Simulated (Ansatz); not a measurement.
**AlAsH₂+ (doublet): from Hartree-Fock to the top rungs, cc-pVTZ**

Aim: climb from Hartree-Fock through coupled cluster for AlAsH₂+ (doublet) at one geometry and basis, and see what each rung misses.

Computed with Ansatz 0.2.0, Gaussian basis. Level: cc-pVTZ, core rule «outside noble gas», up to 19 orbitals frozen.

The runs, in order: UHF; CCSD(T) on ROHF; CCSD(T) on UHF; BCCD(T) on ROHF; CCSDT(Q) on ROHF; CCSDT(Q) on UHF.

14 further runs of the same task are left out: 8 for a known fault of the program, 6 set aside as unsound or not needed.

**1. The system**

The geometry is a PBE0/def2-TZVP stationary point (not a proven minimum) of the parent state, kept for this charge and spin. No spin-orbit coupling is included. The filled d shell of As may be among the frozen orbitals whatever the setting's name suggests; the logs give the count.

4 atoms, charge 1, spin multiplicity 2.

Atoms are counted from 1 here; the program's logs count them from 0.

Bond lengths: Al1–As2 2.466 Å, Al1–H3 1.609 Å, As2–H4 1.527 Å. Angles: As2–Al1–H3 114.8°, Al1–As2–H4 93.0°.

As a file:

```tsv
atom	x (Å)	y (Å)	z (Å)
Al1	0.0000	-0.1433	1.7904
As2	0.0000	0.0543	-0.6678
H3	0.0000	1.2587	2.5803
H4	0.0000	-1.4595	-0.8686
```

**2. UHF**

Input file in.yaml:

```yaml
crystal:
  periodic: [false, false, false]
  atoms:
    - {symbol: Al, position_ang: [0.000000, -0.143301, 1.790435]}
    - {symbol: As, position_ang: [0.000000, 0.054308, -0.667817]}
    - {symbol: H, position_ang: [0.000000, 1.258720, 2.580257]}
    - {symbol: H, position_ang: [0.000000, -1.459507, -0.868621]}
basis:
  gaussian: {orbitals: cc-pVTZ}
total_charge: 1
magnetization: {spin_polarized: true, initial_magnetization: 1}
hamiltonian: {xc: hf}
output: {orbitals: {seedname: orbitals}}
```

The run is started by

```bash
$ ansatz run in.yaml --threads 1 --pin off --events-out ev --progress --plain --max-ram 4096MiB --backend cpu
```

Further steps of the session: CCSD(T) on ROHF; CCSD(T) on UHF; BCCD(T) on ROHF; CCSDT(Q) on ROHF; CCSDT(Q) on UHF.

Before running them: what should the planned runs give, taken together? Wanted: UCCSDT(Q) from the RHF energy; RMP2 from UCCSDT(Q); UMP2 from UCCSDT(Q); RCCSD from UCCSDT(Q); RCCSD(T) from UCCSDT(Q); UCCSD(T) from UCCSDT(Q); RCCSDT(Q) from UCCSDT(Q); T1 diagnostic.

**Answer**, as computed:

| quantity | value |
| --- | --- |
| UCCSDT(Q) from the ROHF energy | -5.8836 eV |
| RMP2 from UCCSDT(Q) | +1163.9 meV |
| UMP2 from UCCSDT(Q) | +1410.5 meV |
| RCCSD from UCCSDT(Q) | +295.5 meV |
| RCCSD(T) from UCCSDT(Q) | +57.5 meV |
| UCCSD(T) from UCCSDT(Q) | +70.9 meV |
| RCCSDT(Q) from UCCSDT(Q) | +3.1 meV |
| levels within 1 kcal/mol (43 meV) | RCCSDT, UCCSDT, RCCSDT(Q) |
| T1 diagnostic | 0.026 |

What this shows: RCCSD(T) misses by +57.5 meV, 1.0 % of the correlation energy. These misses are within one basis, not against nature; the frozen cores of restricted and unrestricted runs differ, which can shift their rows.
